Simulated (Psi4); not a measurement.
**CCSD/6-311+G(d,p) run of BCl2F (dichlorofluoroborane)**

What is the vertical ionisation energy of BCl2F (dichlorofluoroborane) at CCSD/6-311+G**? 

The results are computed with Psi4 1.11.

## Step 1: Starting point

The species is BCl2F (4 atoms), meant as a singlet with charge 0. SMILES: `FB(Cl)Cl`. Geometry: relaxed at PBE0-D4/def2-TZVP.

Bond lengths: F1–B2 1.310 Å, B2–Cl3 1.739 Å, B2–Cl4 1.739 Å. Angles: F1–B2–Cl3 119.3°, F1–B2–Cl4 119.3°, Cl3–B2–Cl4 121.5°.

## Step 2: A single-point energy at CCSD/6-311+G(d,p)

Contents of bcl2f.in:

```
memory 1600 mb

molecule molecule1 {
  0 1
  F      0.21612798    -2.20213565    -1.47623515
  B      0.01494773    -0.15233082    -0.10212080
  Cl    -2.92820622     0.70634183     1.07982730
  Cl     2.69713051     1.64810574     0.49852865
  units au
  symmetry c1
}

set basis 6-311+G**
set puream true
set e_convergence 1e-09
set d_convergence 1e-08
set scf_type pk
set num_frozen_docc 12

e = energy('ccsd')
```

Run with:

```bash
psi4 -i bcl2f.in -o bcl2f.out -n 1
```

bcl2f.out:

```text
[...]
  Running in c1 symmetry.
[...]
  Nuclear repulsion =  181.669072837694472
[...]
  Multiplicity = 1
[...]
  Nalpha       = 24
  Nbeta        = 24
[...]
    Number of basis functions: 104
[...]
   @RHF iter   1: -1043.27078909809984   -4.42710e-01   3.46481e-03 ADIIS/DIIS
[...]
   @RHF iter  11: -1043.32026092154160   -2.95586e-12   4.85976e-09 DIIS
[...]
    Orbital Energies [Eh]
    ---------------------
    Doubly Occupied:
       1A   -104.861869     2A   -104.861868     3A    -26.347354
       4A    -10.590555     5A    -10.590535     6A     -8.058621
       7A     -8.058620     8A     -8.056293     9A     -8.056291
      10A     -8.055953    11A     -8.055952    12A     -7.788799
      13A     -1.666224    14A     -1.164908    15A     -1.126953
      16A     -0.824514    17A     -0.741229    18A     -0.722543
      19A     -0.668341    20A     -0.568078    21A     -0.527923
      22A     -0.515692    23A     -0.488075    24A     -0.474273
[...]
  @RHF Final Energy: -1043.32026092154160
   => Energetics <=
    Nuclear Repulsion Energy =            181.6690728376944719
    One-Electron Energy =               -1804.2357374396701744
    Two-Electron Energy =                 579.2464036804340139
    Total Energy =                      -1043.3202609215416032
[...]
 Multipole Moments:
 ------------------------------------------------------------------------------------
     Multipole            Electronic (a.u.)      Nuclear  (a.u.)        Total (a.u.)
 ------------------------------------------------------------------------------------
 L = 1.  Multiply by 2.5417464519 to convert [e a0] to [Debye]
 Dipole X            :          0.0691993           -0.0786930           -0.0094936
 Dipole Y            :         -0.7051027            0.8018151            0.0967125
 Dipole Z            :         -0.4726858            0.5375133            0.0648276
 Magnitude           :                                                    0.1168163
[...]
      * MP2 total energy                      = -1043.887261344534863
[...]
      * CCSD total energy                     = -1043.911005746751925
[...]
```

Run time: 40 s. Hardware: 1 thread of Intel Xeon Platinum 8259CL at 2.50GHz (Skylake/Cascade Lake), shared host; peak memory 0.89 GiB.

## Step 3: The doublet cation

Contents of bcl2f.xyz:

```xyz
4
BCl2F
F      0.114370    -1.165320    -0.781190
B      0.007910    -0.080610    -0.054040
Cl    -1.549540     0.373780     0.571420
Cl     1.427260     0.872140     0.263810
```

Contents of bcl2f.py:

```python
import psi4

psi4.set_memory('1600 MB')
psi4.set_num_threads(1)
psi4.set_output_file('output.dat', False)

with open('bcl2f.xyz') as f:
    atoms = ''.join(f.readlines()[2:])
geom = psi4.geometry('1 2\n' + atoms + 'symmetry c1')

psi4.set_options({
    'reference': 'uhf',
    'puream': True,
    'e_convergence': 1e-09,
    'd_convergence': 1e-08,
    'scf_type': 'pk',
    'num_frozen_docc': 12,
    'maxiter': 100,
})

E = psi4.energy("ccsd/6-311+G**", molecule=geom)
print('E =', round(E, 9))
```

Run with:

```bash
python bcl2f.py
```

output.dat:

```text
[...]
  Running in c1 symmetry.
[...]
  Nuclear repulsion =  181.669072785720459
[...]
  Multiplicity = 2
[...]
  Nalpha       = 24
  Nbeta        = 23
[...]
    Number of basis functions: 104
[...]
   @UHF iter   1: -1042.80771757646926    2.03611e-02   3.67213e-03 DIIS/ADIIS
[...]
   @UHF iter  15: -1042.88289208625179   -2.04636e-12   6.83786e-09 DIIS
[...]
   @S^2 Observed:                7.841137552E-01
[...]
    Orbital Energies [Eh]
    ---------------------
    Alpha Occupied:
       1A   -105.179929     2A   -105.179927     3A    -26.561052
       4A    -10.904446     5A    -10.904425     6A     -8.382737
       7A     -8.382734     8A     -8.368530     9A     -8.368527
      10A     -8.366632    11A     -8.366629    12A     -8.037919
      13A     -1.875740    14A     -1.468367    15A     -1.434339
      16A     -1.040231    17A     -0.964661    18A     -0.948669
      19A     -0.930081    20A     -0.833651    21A     -0.822681
      22A     -0.801316    23A     -0.800391    24A     -0.771527
    Alpha Virtual:
      25A     -0.127788    26A     -0.107541    27A     -0.064571
[...]
  @UHF Final Energy: -1042.88289208625179
   => Energetics <=
    Nuclear Repulsion Energy =            181.6690727857204593
    One-Electron Energy =               -1790.9978876724849215
    Two-Electron Energy =                 566.4459228005127898
    Total Energy =                      -1042.8828920862517862
  UHF NO Occupations:
  HONO-2 :   22  A 1.9988460
  HONO-1 :   23  A 1.9854544
[...]
 Multipole Moments:
 ------------------------------------------------------------------------------------
     Multipole            Electronic (a.u.)      Nuclear  (a.u.)        Total (a.u.)
 ------------------------------------------------------------------------------------
 L = 1.  Multiply by 2.5417464519 to convert [e a0] to [Debye]
 Dipole X            :          0.0191896           -0.0786930           -0.0595034
 Dipole Y            :         -0.1953592            0.8018151            0.6064560
 Dipole Z            :         -0.1309744            0.5375133            0.4065389
 Magnitude           :                                                    0.7325322
[...]
      * MP2 total energy                      = -1043.445380552548613
[...]
      * CCSD total energy                     = -1043.472534070046549
```

Standard output:

```text
E = -1043.47253407
```

Run time: 2.1 min. Hardware: 1 thread of Intel Xeon Platinum 8259CL at 2.50GHz (Skylake/Cascade Lake), shared host; peak memory 0.9 GiB.

## Step 4: What came out

At CCSD/6-311+G**, 12 core orbitals frozen:

```
                                                                  quantity           value
                                               singlet BCl2F: total energy  -1043.91101 Eh
                        singlet BCl2F: HOMO energy (Hartree–Fock orbitals)       -12.91 eV
                        singlet BCl2F: LUMO energy (Hartree–Fock orbitals)         1.26 eV
                      singlet BCl2F: HOMO–LUMO gap (Hartree–Fock orbitals)        14.17 eV
               singlet BCl2F: correlation energy (12 core orbitals frozen)      -590.7 mEh
                                              singlet BCl2F: T1 diagnostic           0.013
                                              doublet cation: total energy  -1043.47253 Eh
doublet cation: HOMO energy (Hartree–Fock orbitals) (highest over α and β)       -18.00 eV
 doublet cation: LUMO energy (Hartree–Fock orbitals) (lowest over α and β)       -10.91 eV
              doublet cation: correlation energy (12 core orbitals frozen)      -589.6 mEh
                         doublet cation: ⟨S²⟩ of the reference determinant           0.784
                                             doublet cation: T1 diagnostic           0.030
                        vertical ionisation energy (to the doublet cation)       11.931 eV
```

The vertical ionisation energy comes to 11.93 eV (275 kcal/mol).
